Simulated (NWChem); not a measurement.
# FeO4 (SMILES [O]=[Fe](=[O])(=[O])=[O]): levels of theory compared

We compute a comparison of 3 runs (HF/STO-3G, HF/3-21G, B3LYP/6-31G*) of FeO4. Input form: an ASE script.

The calculation is run with NWChem 7.3.0.

## 1. The system as given

FeO4 has 5 atoms, charge 0, and is taken as a singlet. As SMILES, `[O]=[Fe](=[O])(=[O])=[O]`. The shape comes from GFN2-xTB, which is rough for such elements, and wasn't checked as a minimum.

Bond lengths: Fe1–O2 1.463 Å, Fe1–O3 1.463 Å, Fe1–O4 1.463 Å, Fe1–O5 1.464 Å. Angles: O2–Fe1–O3 109.5°, O2–Fe1–O4 109.5°, O2–Fe1–O5 109.5°, O3–Fe1–O4 109.5°, O3–Fe1–O5 109.5°, O4–Fe1–O5 109.5°.

## 2. Energy and forces at HF/STO-3G (run 1)

Contents of job.xyz:

```xyz
5

Fe    -0.000030    -0.000010    -0.000030
O      0.009710    -0.016450     1.463100
O      1.376450     0.009720    -0.496740
O     -0.696410     1.198220    -0.469680
O     -0.689710    -1.191480    -0.496660
```

Contents of run.py:

```python
from ase.io import read
from ase.calculators.nwchem import NWChem

system = read('job.xyz')

calc = NWChem(
    label='job',
    theory='scf',
    memory='2200 mb',
    basis='STO-3G',
    basispar='spherical bse',
    scf={'nopen': '0', 'rhf': None, 'thresh': '1e-08', 'maxiter': '80'},
)
system.calc = calc

forces = system.get_forces()
e = system.get_potential_energy()
print(f"E = {e:.6f} eV")
print("forces (eV/A):")
for s, f in zip(system.symbols, forces):
    print(f"{s:2s} {f[0]:10.5f} {f[1]:10.5f} {f[2]:10.5f}")
print("dipole (e A):", system.get_dipole_moment().round(4))
```

The run is started by

```console
$ export ASE_NWCHEM_COMMAND="nwchem PREFIX.nwi > PREFIX.nwo"
$ python run.py
```

The program printed:

```text
E = -42009.638563 eV
forces (eV/A):
Fe    0.00144   -0.00591   -0.00386
O    -0.03245    0.05291   -4.74564
O    -4.47207   -0.03368    1.61193
O     2.25877   -3.89018    1.52338
O     2.24437    3.87686    1.61424
dipole (e A): [-0.      0.0001  0.0001]
```

The calculator wrote job.nwi:

```
title "job"

permanent_dir job

scratch_dir job

start job

geometry units angstrom nocenter noautosym noautoz
  Fe -3.0000000000000001e-05 -1.0000000000000001e-05 -3.0000000000000001e-05
  O  9.7099999999999999e-03 -1.6449999999999999e-02 1.4631000000000001e+00
  O  1.3764500000000000e+00 9.7199999999999995e-03 -4.9674000000000001e-01
  O  -6.9640999999999997e-01 1.1982200000000001e+00 -4.6967999999999999e-01
  O  -6.8971000000000005e-01 -1.1914800000000001e+00 -4.9665999999999999e-01
end

memory 2200 mb

basis spherical bse noprint
   * library STO-3G
end

scf
  nopen 0
  rhf
  thresh 1e-08
  maxiter 80
end

task scf gradient
```

job.nwo:

```text
Northwest Computational Chemistry Package (NWChem) 7.3.0
             --------------------------------------------------------

           Job information
           ---------------

    nwchem branch   = 7.3.0
    use scalapack   = T
    input           = job.nwi
    prefix          = job.
    data base       = job/job.db
    status          = startup
    nproc           =        1

           Memory information
           ------------------

    heap     =     72089594 doubles =      550.0 Mbytes
    stack    =     72089599 doubles =      550.0 Mbytes
    global   =    144179200 doubles =     1100.0 Mbytes (distinct from heap & stack)
    total    =    288358393 doubles =     2200.0 Mbytes
    verify   = yes
    hardfail = no

[... 125 lines left out ...]
 Convergence threshold     :          1.000E-08
[... 14 lines left out ...]
       Final RHF  results
[... 3 lines left out ...]
      One-electron energy =  -2894.303505942343
[... 1 line left out ...]
 Nuclear repulsion energy =    385.898508725753
[... 46 lines left out ...]
                       ROHF Final Molecular Orbital Analysis
[... 236 lines left out ...]
    atom               coordinates                        gradient
                 x          y          z           x          y          z
   1 Fe     -0.000057  -0.000019  -0.000057   -0.000028   0.000115   0.000075
   2 O       0.018349  -0.031086   2.764858    0.000631  -0.001029   0.092288
   3 O       2.601113   0.018368  -0.938702    0.086968   0.000655  -0.031347
   4 O      -1.316024   2.264307  -0.887567   -0.043926   0.075652  -0.029625
   5 O      -1.303363  -2.251571  -0.938551   -0.043646  -0.075393  -0.031392

                 ----------------------------------------
                 |  Time  |  1-e(secs)   |  2-e(secs)   |
                 ----------------------------------------
                 |  CPU   |       0.00   |       0.28   |
                 ----------------------------------------
                 |  WALL  |       0.00   |       0.28   |
                 ----------------------------------------

 Task  times  cpu:        3.3s     wall:        3.3s
 Total times  cpu:        3.3s     wall:        3.3s
```

Wall time 4.2 s (1 thread of AMD EPYC 9R45 (Zen 5), shared host); peak memory 0.1 GiB.

## 3. Energy and forces at HF/3-21G (run 2)

Contents of struct.xyz:

```xyz
5
FeO4
Fe    -0.000030    -0.000010    -0.000030
O      0.009710    -0.016450     1.463100
O      1.376450     0.009720    -0.496740
O     -0.696410     1.198220    -0.469680
O     -0.689710    -1.191480    -0.496660
```

Changes to run.py since step 2:

```diff
@@ -3,9 +3,9 @@
 
-system = read('job.xyz')
+system = read('struct.xyz')
 
 calc = NWChem(
-    label='job',
+    label='struct',
     theory='scf',
     memory='2200 mb',
-    basis='STO-3G',
+    basis='3-21G',
     basispar='spherical bse',
@@ -16,4 +16,3 @@
 forces = system.get_forces()
-e = system.get_potential_energy()
-print(f"E = {e:.6f} eV")
+print("Total energy (eV):", round(system.get_potential_energy(), 6))
 print("forces (eV/A):")
```

The run is started by

```console
$ export ASE_NWCHEM_COMMAND="nwchem PREFIX.nwi > PREFIX.nwo"
$ python run.py
```

The program printed:

```text
Total energy (eV): -42267.664792
forces (eV/A):
Fe   -0.00000   -0.00694   -0.00555
O     0.03214   -0.05584    4.93914
O     4.63899    0.03096   -1.67564
O    -2.35050    4.04126   -1.58519
O    -2.32058   -4.00943   -1.67276
dipole (e A): [-0.      0.0001  0.    ]
```

The calculator wrote struct.nwi:

```
title "struct"

permanent_dir struct

scratch_dir struct

start struct

geometry units angstrom nocenter noautosym noautoz
  Fe -3.0000000000000001e-05 -1.0000000000000001e-05 -3.0000000000000001e-05
  O  9.7099999999999999e-03 -1.6449999999999999e-02 1.4631000000000001e+00
  O  1.3764500000000000e+00 9.7199999999999995e-03 -4.9674000000000001e-01
  O  -6.9640999999999997e-01 1.1982200000000001e+00 -4.6967999999999999e-01
  O  -6.8971000000000005e-01 -1.1914800000000001e+00 -4.9665999999999999e-01
end

memory 2200 mb

basis spherical bse noprint
   * library 3-21G
end

scf
  nopen 0
  rhf
  thresh 1e-08
  maxiter 80
end

task scf gradient
```

struct.nwo:

```text
Northwest Computational Chemistry Package (NWChem) 7.3.0
             --------------------------------------------------------

           Job information
           ---------------

    nwchem branch   = 7.3.0
    use scalapack   = T
    input           = struct.nwi
    prefix          = struct.
    data base       = struct/struct.db
    status          = startup
    nproc           =        1

           Memory information
           ------------------

    heap     =     72089594 doubles =      550.0 Mbytes
    stack    =     72089599 doubles =      550.0 Mbytes
    global   =    144179200 doubles =     1100.0 Mbytes (distinct from heap & stack)
    total    =    288358393 doubles =     2200.0 Mbytes
    verify   = yes
    hardfail = no

[... 125 lines left out ...]
 Convergence threshold     :          1.000E-08
[... 12 lines left out ...]
       Final RHF  results
[... 3 lines left out ...]
      One-electron energy =  -2906.869847501393
[... 1 line left out ...]
 Nuclear repulsion energy =    385.898508725753
[... 47 lines left out ...]
                       ROHF Final Molecular Orbital Analysis
[... 277 lines left out ...]
    atom               coordinates                        gradient
                 x          y          z           x          y          z
   1 Fe     -0.000057  -0.000019  -0.000057    0.000000   0.000135   0.000108
   2 O       0.018349  -0.031086   2.764858   -0.000625   0.001086  -0.096051
   3 O       2.601113   0.018368  -0.938702   -0.090214  -0.000602   0.032586
   4 O      -1.316024   2.264307  -0.887567    0.045710  -0.078590   0.030827
   5 O      -1.303363  -2.251571  -0.938551    0.045128   0.077971   0.032530

                 ----------------------------------------
                 |  Time  |  1-e(secs)   |  2-e(secs)   |
                 ----------------------------------------
                 |  CPU   |       0.00   |       0.34   |
                 ----------------------------------------
                 |  WALL  |       0.00   |       0.34   |
                 ----------------------------------------

 Task  times  cpu:        5.0s     wall:        5.0s
 Total times  cpu:        5.0s     wall:        5.0s
```

Run time: 6 s. Hardware: 1 thread of AMD EPYC 9R45 (Zen 5), shared host; peak memory 0.098 GiB.

## 4. Energy and gradient at B3LYP/6-31G(d) (Cartesian functions) (run 3)

Contents of work.xyz:

```xyz
5

Fe    -0.000030    -0.000010    -0.000030
O      0.009710    -0.016450     1.463100
O      1.376450     0.009720    -0.496740
O     -0.696410     1.198220    -0.469680
O     -0.689710    -1.191480    -0.496660
```

Contents of run.py:

```python
from ase.io import read
from ase.calculators.nwchem import NWChem

atoms = read('work.xyz')

calc = NWChem(
    label='work',
    theory='dft',
    memory='2200 mb',
    basis='6-31G*',
    dft={'xc': 'b3lyp', 'mult': '1', 'grid': 'fine', 'convergence': 'energy 1e-08', 'iterations': '100', 'mulliken': None},
)
atoms.calc = calc

forces = atoms.get_forces()
print("Total energy (eV):", round(atoms.get_potential_energy(), 6))
print("forces (eV/A):")
for s, f in zip(atoms.symbols, forces):
    print(f"{s:2s} {f[0]:10.5f} {f[1]:10.5f} {f[2]:10.5f}")
print("dipole (e A):", atoms.get_dipole_moment().round(4))
```

The run is started by

```console
$ export ASE_NWCHEM_COMMAND="nwchem PREFIX.nwi > PREFIX.nwo"
$ python run.py
```

The program printed:

```text
Total energy (eV): -42565.282821
forces (eV/A):
Fe   -0.00051   -0.01301   -0.01162
O     0.05502   -0.09446    8.37393
O     7.86521    0.05379   -2.83989
O    -3.98434    6.85261   -2.68706
O    -3.93543   -6.79892   -2.83536
dipole (e A): [0.0001 0.0003 0.0002]
```

The calculator wrote work.nwi:

```
title "work"

permanent_dir work

scratch_dir work

start work

geometry units angstrom nocenter noautosym noautoz
  Fe -3.0000000000000001e-05 -1.0000000000000001e-05 -3.0000000000000001e-05
  O  9.7099999999999999e-03 -1.6449999999999999e-02 1.4631000000000001e+00
  O  1.3764500000000000e+00 9.7199999999999995e-03 -4.9674000000000001e-01
  O  -6.9640999999999997e-01 1.1982200000000001e+00 -4.6967999999999999e-01
  O  -6.8971000000000005e-01 -1.1914800000000001e+00 -4.9665999999999999e-01
end

memory 2200 mb

basis noprint
   * library 6-31G*
end

dft
  xc b3lyp
  mult 1
  grid fine
  convergence energy 1e-08
  iterations 100
  mulliken
end

task dft gradient
```

work.nwo:

```text
Northwest Computational Chemistry Package (NWChem) 7.3.0
             --------------------------------------------------------

           Job information
           ---------------

    nwchem branch   = 7.3.0
    use scalapack   = T
    input           = work.nwi
    prefix          = work.
    data base       = work/work.db
    status          = startup
    nproc           =        1

           Memory information
           ------------------

    heap     =     72089594 doubles =      550.0 Mbytes
    stack    =     72089599 doubles =      550.0 Mbytes
    global   =    144179200 doubles =     1100.0 Mbytes (distinct from heap & stack)
    total    =    288358393 doubles =     2200.0 Mbytes
    verify   = yes
    hardfail = no

[... 96 lines left out ...]
  convergence criterion.
[... 39 lines left out ...]
          Spatial weights used:  Erf1
[... 74 lines left out ...]
         Total DFT energy =    -1564.245304627808
[... 3 lines left out ...]
 Nuclear repulsion energy =      385.898508725753
[... 807 lines left out ...]
          Convergence on gradient requested:  5.00D-04
[... 26 lines left out ...]
          total energy or number of iterations.
[... 28 lines left out ...]
    atom               coordinates                        gradient
                 x          y          z           x          y          z
   1 Fe     -0.000057  -0.000019  -0.000057    0.000010   0.000253   0.000226
   2 O       0.018349  -0.031086   2.764858   -0.001070   0.001837  -0.162847
   3 O       2.601113   0.018368  -0.938702   -0.152954  -0.001046   0.055227
   4 O      -1.316024   2.264307  -0.887567    0.077483  -0.133262   0.052255
   5 O      -1.303363  -2.251571  -0.938551    0.076532   0.132218   0.055139

                 ----------------------------------------
                 |  Time  |  1-e(secs)   |  2-e(secs)   |
                 ----------------------------------------
                 |  CPU   |       0.00   |       2.73   |
                 ----------------------------------------
                 |  WALL  |       0.00   |       2.73   |
                 ----------------------------------------

 Task  times  cpu:       69.9s     wall:       69.9s
 Total times  cpu:       69.9s     wall:       69.9s
```

It took 71 s on 1 thread of AMD EPYC 9R45 (Zen 5), shared host; peak memory 0.13 GiB.

## 5. The series

```tsv
run	level	Cartesian functions	iteration cap	energy (Eh)	dipole moment (D)	HOMO energy (eV)	LUMO energy (eV)	wall time
1	HF/STO-3G	no	80	-1543.825755	0.00	-10.52	1.73	4.2 s
2	HF/3-21G	no	80	-1553.308044	0.00	-14.37	-2.44	6 s
3	B3LYP/6-31G* (Cartesian functions)	yes	100	-1564.245305	0.00	-9.69	-5.63	71 s
```

## 6. What came out

| quantity | value |
| --- | --- |
| run 3: total energy | -1564.24530 Eh |
| run 3: dipole moment | 0.00 D |
| run 3: HOMO energy | -9.69 eV |
| run 3: LUMO energy | -5.63 eV |
| run 3: HOMO–LUMO gap | 4.06 eV |
| run 3: largest force on an atom | 8.375 eV/Å |

The HOMO–LUMO gap runs from 4.06 eV (B3LYP/6-31G*) to 12.25 eV (HF/STO-3G). The two ends differ in method and basis. In run 1 the basis is minimal, so the values are rough. All runs together took 81 s, the longest 71 s.
